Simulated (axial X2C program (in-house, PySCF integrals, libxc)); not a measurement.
# CBe⁺: bond curves with and without spin–orbit coupling

What are the state, bond length, wavenumber and bond energy of CBe⁺, and what does spin–orbit coupling change?

Computed with an in-house X2C program for linear molecules on PySCF integrals. Level: all-electron X2C, C dyall-v3z, Be dyall-cv3z.

All values are calculated.

### Step 1. The job

Contents of task.json:

```json
{"zs": [6, 4], "q": 1, "bas": ["dyall-v3z", "dyall-cv3z"], "levels": ["PBE0", "HF", "TPSSh"], "cc": true, "r0": 1.57, "thr": -2.0, "nmax": 90, "npts": 10, "nst": 2, "ntry": 6}
```

Keys: zs atomic numbers; q charge; bas basis sets; levels methods (HF also brings MP2); cc coupled cluster on or off; r0 starting distance in Å; thr threshold in hartree for freezing inner shells (an s shell follows its p shell); nmax most natural virtual spinors; npts points asked for on the curve; nst determinants followed; ntry starts of the search.

Run with:

```sh
$ python so2c.py task.json out
```

Spin-free means the one-electron spin-free X2C Hamiltonian; two-component (2c) means X2C with spin–orbit coupling and atomic mean-field two-electron Coulomb and Gaunt terms. Basis: C dyall-v3z contracted to [7s6p2d1f], Be dyall-cv3z contracted to [8s8p3d1f]; Gaussian nuclei, density fitting. Masses: C 12.000 u, Be 9.012 u.

Notation: σ, π±, δ± give the projection m of an orbital's angular momentum (0, ±1, ±2), α and β its spin, Λ and M_S the sums; ω is the projection of a spinor's total angular momentum and Ω the sum. Logs are in hartree.

The results follow Hamiltonian by Hamiltonian and level by level.

### Step 2. State search with PBE0

Determinants are compared with PBE0 at 1.570 Å.

Spin-free determinants:

| ΔE (eV) | state | open shells |
| --- | --- | --- |
| 0.00 | M_S = 3/2, Λ = 0 | beyond closed shells: σα, π+α, π-α |
| 1.09 | M_S = 1/2, Λ = 0 | beyond closed shells: σβ, π+α, π-α |
| 1.39 | M_S = 1/2, Λ = 1 | beyond closed shells: π+α |
| 1.70 | M_S = 1/2, Λ = 2 | beyond closed shells: σα, π+α, π+β |
| 1.70 | M_S = 1/2, Λ = 0 | beyond closed shells: σα, π+α, π-β |
| 2.90 | M_S = 3/2, Λ = 1 | beyond closed shells: 2 × σα, π+α |
| 3.69 | M_S = 1/2, Λ = 1 | beyond closed shells: π+α, π+β, π-α |

Two-component determinants:

```csv
ΔE (eV),state,open shells
0.00,Ω = 3/2,excess of +ω over −ω: ω = 3/2
1.09,Ω = 1/2,"excess of +ω over −ω: 2 × ω = -1/2, ω = 3/2"
1.39,Ω = 1/2,excess of +ω over −ω: ω = 1/2
1.70,Ω = 5/2,"excess of +ω over −ω: 2 × ω = 1/2, ω = 3/2"
1.71,Ω = 1/2,excess of +ω over −ω: ω = 1/2
6.00,Ω = 7/2,"excess of +ω over −ω: ω = 1/2, 2 × ω = 3/2"
```

### Step 3. PBE0, spin-free

State followed: M_S = 3/2, Λ = 0 (beyond closed shells: σα, π+α, π-α). The scan is laid around 1.574 Å, a first estimate of the minimum, and this SCF restarts from the orbitals of the search.

The SCF at the reference distance of 1.574 Å:

```text
spin-free X2C-1e  PBE0
basis functions 96  fitting functions 505  grid points 4351
iter        total energy     max residual
   1        -52.211562774     3.19e-01
   2        -52.239935277     3.82e-03
   3        -52.239946135     6.84e-04
   4        -52.239947091     5.64e-04
   5        -52.239949188     1.42e-05
   6        -52.239949192     3.72e-06
   7        -52.239949192     4.31e-07
converged
one-electron -82.93215695  Coulomb 30.49283072  exact exchange -1.92177776  xc functional -5.94762097  nuclear repulsion 8.06877577
```

Along the bond, energies from the lowest point:

```csv
R (Å),E (eV),μ (D),HOMO (eV),LUMO (eV),iterations
1.369,0.7045,4.86,-15.61,-10.34,10
1.432,0.2997,5.06,-15.31,-10.40,10
1.480,0.1204,5.21,-15.10,-10.45,10
1.527,0.0261,5.35,-14.91,-10.50,10
1.574,0.0000,5.50,-14.73,-10.56,7
1.629,0.0375,5.66,-14.54,-10.63,10
1.684,0.1313,5.81,-14.36,-10.70,10
1.755,0.3108,5.98,-14.16,-10.79,10
1.842,0.5873,6.16,-13.95,-10.90,10
1.968,1.0352,6.31,-13.72,-11.06,12
```

Dipoles are positive if Be is the positive end and refer to the centre of mass.

Outer orbitals at the reference distance:

```json
{"symmetry": "σα", "occupied": "yes", "ε (eV)": "-24.82", "atomic character": "61% C s, 17% Be p, 14% Be s"}
{"symmetry": "σβ", "occupied": "yes", "ε (eV)": "-20.90", "atomic character": "52% C s, 19% Be p, 17% Be s"}
{"symmetry": "σα", "occupied": "yes", "ε (eV)": "-16.26", "atomic character": "77% C p, 11% Be s, 7% C s"}
{"symmetry": "π-α", "occupied": "yes", "ε (eV)": "-14.73", "atomic character": "72% C p, 21% Be p, 5% Be d"}
{"symmetry": "π+α", "occupied": "yes", "ε (eV)": "-14.73", "atomic character": "72% C p, 21% Be p, 5% Be d"}
{"symmetry": "σα", "occupied": "no", "ε (eV)": "-10.56", "atomic character": "46% Be s, 42% Be p, 8% C p"}
{"symmetry": "σβ", "occupied": "no", "ε (eV)": "-10.08", "atomic character": "40% Be s, 29% C p, 22% Be p"}
{"symmetry": "π-β", "occupied": "no", "ε (eV)": "-9.24", "atomic character": "51% C p, 44% Be p, 2% Be d"}
{"symmetry": "π+β", "occupied": "no", "ε (eV)": "-9.24", "atomic character": "51% C p, 44% Be p, 2% Be d"}
```

PBE0 fields in the half plane through the axis: z from -2.4 to 3.9 Å across, distance from the axis 0.15 to 2.25 Å upwards; C lies at z = 0 and Be at z = 1.574 Å; the ELF is damped to zero where the density is low.

log10 density (e/bohr³). Ten even steps from '0' (-5.95 ) to '9' (0.68 ):
```
0112223333333332221100
1122333444444433322110
1223344455554444332110
1233455555555554432210
2234556666666555433211
2344566777766655433211
2345567777777765433211
2345667898777986433211
```

ELF. Ten even steps from ' ' (0.00 ) to '@' (1.00 ):
```
                                            
              ......::::::::..              
          ..::--======++++++==::            
        ::==++******########**==..          
      ::==**##%%%%%%%%%%%%##++--..          
    ..--**%%%%%%%%%%%%%%##::                
    ..++##%%@@##==##@@%%..                  
    ::++%%%%%%..@@  %%##  @@@@..            
```

Re = 1.571 Å, ωe = 1142 cm⁻¹, ωexe = 8.71 cm⁻¹, Be = 1.327 cm⁻¹, De = 2.93 eV, μ = 5.49 D.

### Step 4. HF, spin-free

Output at 1.574 Å:

```text
spin-free X2C-1e  HF
basis functions 96  fitting functions 505  grid points 4351
iter        total energy     max residual
   1        -52.057661498     5.81e-02
   2        -52.064261080     5.97e-03
   3        -52.065074441     3.54e-03
   4        -52.065436408     2.11e-03
   5        -52.065589634     5.61e-04
   6        -52.065597001     1.82e-04
   7        -52.065598108     7.26e-05
   8        -52.065598235     2.56e-05
   9        -52.065598253     6.08e-06
  10        -52.065598254     2.15e-06
converged
one-electron -82.96527370  Coulomb 30.56473458  exact exchange -7.73383491  xc functional 0.00000000  nuclear repulsion 8.06877577
```

Re = 1.561 Å, ωe = 1199 cm⁻¹, ωexe = 8.24 cm⁻¹, Be = 1.345 cm⁻¹, De = 2.10 eV, μ = 6.08 D.

### Step 5. TPSSh, spin-free

The SCF at the reference distance of 1.574 Å:

```text
spin-free X2C-1e  TPSSh
basis functions 96  fitting functions 505  grid points 4351
iter        total energy     max residual
   1        -52.327458497     2.62e-02
   2        -52.328120829     1.20e-03
   3        -52.328127249     5.00e-04
   4        -52.328127124     5.13e-04
   5        -52.328128872     6.05e-05
   6        -52.328128898     6.12e-06
   7        -52.328128898     1.64e-06
converged
one-electron -82.95104352  Coulomb 30.52352278  exact exchange -0.76989258  xc functional -7.19949134  nuclear repulsion 8.06877577
```

Re = 1.579 Å, ωe = 1119 cm⁻¹, ωexe = 8.81 cm⁻¹, Be = 1.313 cm⁻¹, De = 2.97 eV, μ = 5.44 D.

### Step 6. MP2 and beyond, spin-free

Correlated methods: 5 electrons correlated (frozen shells, counted by type: C 1 s; Be 1 s), 155 virtual spinors in MP2, 59 natural virtuals in coupled cluster.

Output of the correlated part at 1.574 Å:

```text
correlated 5  virtual 155  natural virtual 59  E(MP2) -0.090417109  MP2 remainder -0.001488679
iter   CCSD correlation   residual
   1     -0.100787115   7.15e-02
   2     -0.104836728   2.97e-02
   3     -0.105565980   1.21e-02
   4     -0.105714292   3.16e-03
   5     -0.105722347   7.93e-04
   6     -0.105731487   2.69e-04
   7     -0.105731813   9.60e-05
   8     -0.105731449   2.80e-05
   9     -0.105731589   9.49e-06
  10     -0.105731575   2.49e-06
(T) -0.003746418  T1 0.0327  D1 0.0542  max T2 0.057
```

T1 in the output is the amplitude norm over the root of the electron number; divide by √2 for the Lee–Taylor value.

MP2: Re = 1.573 Å, ωe = 1157 cm⁻¹, Be = 1.323 cm⁻¹, De = 2.68 eV.

CCSD: Re = 1.576 Å, ωe = 1143 cm⁻¹, ωexe = 8.49 cm⁻¹, Be = 1.319 cm⁻¹, De = 2.60 eV. T1 at Re = 0.023 (Lee–Taylor, the printed value over √2).

CCSD(T): Re = 1.580 Å, ωe = 1129 cm⁻¹, ωexe = 8.53 cm⁻¹, Be = 1.312 cm⁻¹, De = 2.65 eV. T1 at Re = 0.023 (Lee–Taylor, the printed value over √2).

### Step 7. A higher determinant, spin-free

State: M_S = 1/2, Λ = 0 (beyond closed shells: σβ, π+α, π-α).

Output at the reference distance:

```text
spin-free X2C-1e  PBE0
basis functions 96  fitting functions 505  grid points 4351
iter        total energy     max residual
   1        -52.171616145     3.11e-01
   2        -52.199941010     3.80e-03
   3        -52.199952857     7.38e-04
   4        -52.199954027     5.78e-04
   5        -52.199956162     1.43e-05
   6        -52.199956171     6.18e-06
   7        -52.199956173     1.24e-06
converged
one-electron -82.84933465  Coulomb 30.39945469  exact exchange -1.90492100  xc functional -5.91393097  nuclear repulsion 8.06877577
```

```csv
R (Å),E above the lowest PBE0 point (eV)
1.369,1.771
1.432,1.377
1.480,1.204
1.527,1.113
1.574,1.088
1.629,1.124
1.684,1.212
1.755,1.378
1.842,1.621
```

Re = 1.571 Å, ωe = 1117 cm⁻¹, ωexe = 10.9 cm⁻¹, Be = 1.327 cm⁻¹, μ = 5.62 D. ⟨S²⟩ = 1.76 against 0.75 for a pure state, so this determinant mixes spins. Te = 1.09 eV.

### Step 8. The spin-free curves together

Energy (eV) of the followed determinant, spin-free, from each level's lowest point:

```csv
R (Å),PBE0,HF,MP2,CCSD,CCSD(T),TPSSh
1.369,0.705,0.676,0.733,n/a,n/a,0.743
1.432,0.300,0.272,0.315,0.322,0.334,0.327
1.480,0.120,0.099,0.129,0.134,0.142,0.139
1.527,0.026,0.014,0.029,0.032,0.037,0.035
1.574,0.000,0.000,0.000,0.000,0.000,0.000
1.629,0.038,0.055,0.036,0.032,0.027,0.027
1.684,0.131,0.169,0.132,0.122,0.111,0.109
1.755,0.311,0.377,0.318,0.300,0.281,0.275
1.842,0.587,0.686,0.613,n/a,n/a,0.536
1.968,1.035,1.150,1.134,n/a,n/a,0.964
```

### Step 9. PBE0, 2c

State followed: Ω = 3/2 (excess of +ω over −ω: ω = 3/2). The scan is laid around 1.574 Å, a first estimate of the minimum, and this SCF restarts from the orbitals of the search.

The SCF at the reference distance of 1.574 Å:

```text
two-component X2C + atomic mean field  PBE0
basis functions 96  fitting functions 505  grid points 4351
iter        total energy     max residual
   1        -52.209534936     3.21e-01
   2        -52.238072958     3.82e-03
   3        -52.238083896     5.97e-04
   4        -52.238084380     5.31e-04
   5        -52.238086240     1.46e-05
   6        -52.238086244     3.71e-06
   7        -52.238086245     4.34e-07
converged
one-electron -82.92744254  Coulomb 30.49140600  exact exchange -1.92167934  xc functional -5.94732057  nuclear repulsion 8.06877577  atomic mean-field constant -0.00182557
```

Along the bond, energies from the lowest point:

```csv
R (Å),E (eV),μ (D),HOMO (eV),LUMO (eV),iterations
1.369,0.7049,4.86,-15.61,-10.34,10
1.432,0.3000,5.06,-15.31,-10.40,10
1.480,0.1205,5.21,-15.10,-10.45,10
1.527,0.0262,5.35,-14.91,-10.50,10
1.574,0.0000,5.50,-14.73,-10.56,7
1.629,0.0375,5.66,-14.53,-10.63,10
1.684,0.1311,5.81,-14.36,-10.70,10
1.755,0.3106,5.98,-14.16,-10.79,10
1.842,0.5871,6.16,-13.95,-10.90,10
1.968,1.0349,6.31,-13.72,-11.06,12
```

Dipoles are positive if Be is the positive end and refer to the centre of mass.

Outer spinors at the reference distance:

```json
{"ω": "1/2", "occupied": "yes", "ε (eV)": "-24.82", "atomic character": "61% C s, 17% Be p, 14% Be s", "λ mixture": "100% σ"}
{"ω": "-1/2", "occupied": "yes", "ε (eV)": "-20.90", "atomic character": "52% C s, 19% Be p, 17% Be s", "λ mixture": "100% σ"}
{"ω": "1/2", "occupied": "yes", "ε (eV)": "-16.26", "atomic character": "77% C p, 11% Be s, 7% C s", "λ mixture": "100% σ"}
{"ω": "-1/2", "occupied": "yes", "ε (eV)": "-14.73", "atomic character": "72% C p, 21% Be p, 5% Be d", "λ mixture": "100% π"}
{"ω": "3/2", "occupied": "yes", "ε (eV)": "-14.73", "atomic character": "72% C p, 21% Be p, 5% Be d", "λ mixture": "100% π"}
{"ω": "1/2", "occupied": "no", "ε (eV)": "-10.56", "atomic character": "46% Be s, 42% Be p, 8% C p", "λ mixture": "100% σ"}
{"ω": "-1/2", "occupied": "no", "ε (eV)": "-10.08", "atomic character": "40% Be s, 29% C p, 22% Be p", "λ mixture": "100% σ"}
{"ω": "1/2", "occupied": "no", "ε (eV)": "-9.24", "atomic character": "51% C p, 44% Be p, 2% Be d", "λ mixture": "100% π"}
{"ω": "-3/2", "occupied": "no", "ε (eV)": "-9.24", "atomic character": "51% C p, 45% Be p, 2% Be d", "λ mixture": "100% π"}
```

PBE0 fields in the half plane through the axis: z from -2.4 to 3.9 Å across, distance from the axis 0.15 to 2.25 Å upwards; C lies at z = 0 and Be at z = 1.574 Å; the ELF is damped to zero where the density is low.

log10 density (e/bohr³). Ten even steps from ' ' (-5.95 ) to '@' (0.68 ):
```
  ....::::::------------------::::::....    
....::::------==============------::::....  
..::::----======++++++++========----::....  
..::----==++++++++++++++++++++====--::::..  
::::--==++++**************++++++==----::....
::--====++****########******++++==----::....
::--==++++**################**++==----::....
::--==++****##%%@@%%######@@%%**==----::....
```

ELF. Ten even steps from ' ' (0.00 ) to '@' (1.00 ):
```
                                            
              ......::::::::..              
          ..::--======++++++==::            
        ::==++******########**==..          
      ::==**##%%%%%%%%%%%%##++--..          
    ..--**%%%%%%%%%%%%%%##::                
    ..++##%%@@##==##@@%%..                  
    ::++%%%%%%..@@  %%##  @@@@..            
```

Re = 1.571 Å, ωe = 1142 cm⁻¹, ωexe = 8.71 cm⁻¹, Be = 1.327 cm⁻¹, De = 2.93 eV, μ = 5.49 D.

### Step 10. HF, 2c

The SCF at the reference distance of 1.574 Å:

```text
two-component X2C + atomic mean field  HF
basis functions 96  fitting functions 505  grid points 4351
iter        total energy     max residual
   1        -52.055803694     5.81e-02
   2        -52.062401856     5.97e-03
   3        -52.063215002     3.54e-03
   4        -52.063576871     2.11e-03
   5        -52.063730049     5.61e-04
   6        -52.063737413     1.81e-04
   7        -52.063738520     7.26e-05
   8        -52.063738647     2.56e-05
   9        -52.063738665     6.08e-06
  10        -52.063738666     2.15e-06
converged
one-electron -82.96054740  Coulomb 30.56328990  exact exchange -7.73343136  xc functional 0.00000000  nuclear repulsion 8.06877577  atomic mean-field constant -0.00182557
```

Re = 1.561 Å, ωe = 1199 cm⁻¹, ωexe = 8.25 cm⁻¹, Be = 1.345 cm⁻¹, De = 2.10 eV, μ = 6.08 D.

### Step 11. TPSSh, 2c

Output at 1.574 Å:

```text
two-component X2C + atomic mean field  TPSSh
basis functions 96  fitting functions 505  grid points 4351
iter        total energy     max residual
   1        -52.325589494     2.62e-02
   2        -52.326251828     1.20e-03
   3        -52.326258246     5.00e-04
   4        -52.326258121     5.13e-04
   5        -52.326259870     6.05e-05
   6        -52.326259896     6.12e-06
   7        -52.326259896     1.64e-06
converged
one-electron -82.94632866  Coulomb 30.52209787  exact exchange -0.76985329  xc functional -7.19912602  nuclear repulsion 8.06877577  atomic mean-field constant -0.00182557
```

Re = 1.580 Å, ωe = 1119 cm⁻¹, ωexe = 8.81 cm⁻¹, Be = 1.313 cm⁻¹, De = 2.97 eV, μ = 5.44 D.

### Step 12. MP2 and beyond, 2c

Correlated methods: 5 electrons correlated (frozen shells, counted by type: C 1 s; Be 1 s), 155 virtual spinors in MP2, 59 natural virtuals in coupled cluster.

Output of the correlated part at 1.574 Å:

```text
correlated 5  virtual 155  natural virtual 59  E(MP2) -0.090414815  MP2 remainder -0.001488691
iter   CCSD correlation   residual
   1     -0.100785039   7.15e-02
   2     -0.104834498   2.97e-02
   3     -0.105563653   1.20e-02
   4     -0.105711933   3.16e-03
   5     -0.105719983   7.93e-04
   6     -0.105729126   2.69e-04
   7     -0.105729450   9.64e-05
   8     -0.105729086   2.89e-05
   9     -0.105729230   1.10e-05
  10     -0.105729224   4.89e-06
(T) -0.003746276  T1 0.0327  D1 0.0542  max T2 0.057
```

MP2: Re = 1.573 Å, ωe = 1157 cm⁻¹, Be = 1.323 cm⁻¹, De = 2.68 eV.

CCSD: Re = 1.576 Å, ωe = 1143 cm⁻¹, ωexe = 8.49 cm⁻¹, Be = 1.319 cm⁻¹, De = 2.60 eV. T1 at Re = 0.023 (Lee–Taylor, the printed value over √2).

CCSD(T): Re = 1.580 Å, ωe = 1129 cm⁻¹, ωexe = 8.53 cm⁻¹, Be = 1.312 cm⁻¹, De = 2.65 eV. T1 at Re = 0.023 (Lee–Taylor, the printed value over √2).

### Step 13. A higher determinant, 2c

State: Ω = 1/2 (excess of +ω over −ω: 2 × ω = -1/2, ω = 3/2).

Output at the reference distance:

```text
two-component X2C + atomic mean field  PBE0
basis functions 96  fitting functions 505  grid points 4351
iter        total energy     max residual
   1        -52.169592721     3.13e-01
   2        -52.198082485     3.80e-03
   3        -52.198094383     6.54e-04
   4        -52.198095056     5.49e-04
   5        -52.198096987     1.41e-05
   6        -52.198096996     6.26e-06
   7        -52.198096997     1.22e-06
converged
one-electron -82.84464192  Coulomb 30.39805704  exact exchange -1.90482574  xc functional -5.91363659  nuclear repulsion 8.06877577  atomic mean-field constant -0.00182557
```

```csv
R (Å),E above the lowest PBE0 point (eV)
1.369,1.772
1.432,1.377
1.480,1.204
1.527,1.113
1.574,1.088
1.629,1.124
1.684,1.212
1.755,1.377
1.842,1.620
```

Re = 1.571 Å, ωe = 1117 cm⁻¹, ωexe = 10.9 cm⁻¹, Be = 1.327 cm⁻¹, μ = 5.61 D. Te = 1.09 eV.

### Step 14. The 2c curves together

Energy (eV) of the followed determinant, 2c, from each level's lowest point:

```csv
R (Å),PBE0,HF,MP2,CCSD,CCSD(T),TPSSh
1.369,0.705,0.676,0.733,n/a,n/a,0.744
1.432,0.300,0.273,0.316,0.322,0.335,0.328
1.480,0.121,0.099,0.129,0.134,0.143,0.139
1.527,0.026,0.014,0.029,0.032,0.037,0.036
1.574,0.000,0.000,0.000,0.000,0.000,0.000
1.629,0.037,0.055,0.036,0.032,0.027,0.026
1.684,0.131,0.169,0.131,0.122,0.111,0.109
1.755,0.311,0.376,0.318,0.299,0.280,0.275
1.842,0.587,0.686,0.612,n/a,n/a,0.536
1.968,1.035,1.150,1.134,n/a,n/a,0.964
```

The whole job took 28 s on 1 thread of Arm Neoverse V1, shared host.

### Step 15. What came out

Lowest determinant that the search found at its distance, spin-free: M_S = 3/2, Λ = 0 (beyond closed shells: σα, π+α, π-α).

Lowest determinant that the search found at its distance, 2c: Ω = 3/2 (excess of +ω over −ω: ω = 3/2).

| Hamiltonian | level | Re (Å) | ωe (cm⁻¹) | De (eV) | μ (D) |
| --- | --- | --- | --- | --- | --- |
| spin-free | PBE0 | 1.571 | 1142 | 2.93 | 5.49 |
| spin-free | HF | 1.561 | 1199 | 2.10 | 6.08 |
| spin-free | MP2 | 1.573 | 1157 | 2.68 | n/a |
| spin-free | CCSD | 1.576 | 1143 | 2.60 | n/a |
| spin-free | CCSD(T) | 1.580 | 1129 | 2.65 | n/a |
| spin-free | TPSSh | 1.579 | 1119 | 2.97 | 5.44 |
| 2c | PBE0 | 1.571 | 1142 | 2.93 | 5.49 |
| 2c | HF | 1.561 | 1199 | 2.10 | 6.08 |
| 2c | MP2 | 1.573 | 1157 | 2.68 | n/a |
| 2c | CCSD | 1.576 | 1143 | 2.60 | n/a |
| 2c | CCSD(T) | 1.580 | 1129 | 2.65 | n/a |
| 2c | TPSSh | 1.580 | 1119 | 2.97 | 5.44 |

Dipoles are positive if Be is the positive end and refer to the centre of mass.

Time per point (s) on 1 thread of Arm Neoverse V1, shared host (2c runs; CCSD comes with the CCSD(T) run); the times are rough: PBE0 0.18, HF 0.089, MP2 0.11, CCSD(T) 0.49, TPSSh 0.31.

**Reading.** At CCSD(T), going from spin-free to two-component changes Re by 0 mÅ, ωe by 0.0 %; the spin-free picture holds up (part of it comes from the scalar share of the two-electron terms). De moves by 0.00 eV; both De rest on single-determinant atoms, which can miss part of an open shell's spin–orbit lowering.

De refers to C + Be+, each in the lowest determinant found, which need not be this curve's own limit. Each curve is one determinant whose occupation by symmetry is held fixed; it was picked as the lowest of a PBE0 search that is not exhaustive. De is counted from the lowest determinant-based energies of the atoms at the same level, without counterpoise correction. Density functionals use the spin component along the axis (collinear). Coupled cluster ran in a truncated set of natural virtual spinors; the MP2 energy of the rest was added. The meta-GGAs lack a current-density term, which matters for open shells with orbital currents, atoms included. With several unpaired electrons one determinant need not be a pure state. T1 at Re is 0.023 (Lee–Taylor), above the customary mark of 0.02.
